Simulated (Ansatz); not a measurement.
# B2Br2H4: the cost of one run

Program: Ansatz 0.2.0, Gaussian basis. Level of theory: the settings change from run to run. These are calculated values, not measurements.

## Step 1: The relaxed structure

The structure was relaxed beforehand with PBE0-D4 in a triple-zeta def2 set.

8 atoms, charge 0, spin multiplicity 1.

Atoms are counted from 1 here; the program's logs count them from 0.

Bond lengths: B1–Br2 2.110 Å, B1–Br4 2.110 Å, B1–H5 1.187 Å, B1–H6 1.188 Å, Br2–B3 2.110 Å, B3–Br4 2.110 Å, B3–H7 1.188 Å, B3–H8 1.187 Å. Angles: Br2–B1–Br4 95.5°, Br2–B1–H5 109.6°, Br2–B1–H6 107.6°, Br4–B1–H5 109.5°, Br4–B1–H6 107.6°, H5–B1–H6 123.4°, B1–Br2–B3 80.2°, Br2–B3–Br4 95.5°, Br2–B3–H7 107.6°, Br2–B3–H8 109.6°, Br4–B3–H7 107.6°, Br4–B3–H8 109.5°, H7–B3–H8 123.4°, B1–Br4–B3 80.2°.

## Step 2: r2SCAN50/x2c-TZVPPall

This run has density fitting with def2-universal-jkfit, D3(BJ) dispersion.

The input, in.yaml:

```yaml
crystal:
  periodic: [false, false, false]
  atoms:
    - {symbol: B, position_ang: [-0.479038, 1.185615, -0.459050]}
    - {symbol: Br, position_ang: [-1.323000, -0.190896, 0.899228]}
    - {symbol: B, position_ang: [0.496362, -1.171933, 0.475484]}
    - {symbol: Br, position_ang: [0.823390, -0.202295, -1.369670]}
    - {symbol: H, position_ang: [-1.303949, 1.528693, -1.241238]}
    - {symbol: H, position_ang: [0.185852, 1.946251, 0.166036]}
    - {symbol: H, position_ang: [1.309419, -0.769289, 1.242420]}
    - {symbol: H, position_ang: [0.290964, -2.326145, 0.286790]}
basis:
  gaussian: {orbitals: x2c-TZVPPall, fitting: {mean_field: def2-universal-jkfit}}
hamiltonian: {xc: {name: r2SCAN50}, dispersion: d3bj}
```

On the command line:

```console
> ansatz run in.yaml --threads 4 --pin off --events-out ev --progress --plain --max-ram 10444MiB
```

What time and memory should one allow on 4 threads of Arm Neoverse V1, shared host?

About 4.9 s, with a peak of 0.48 GiB.
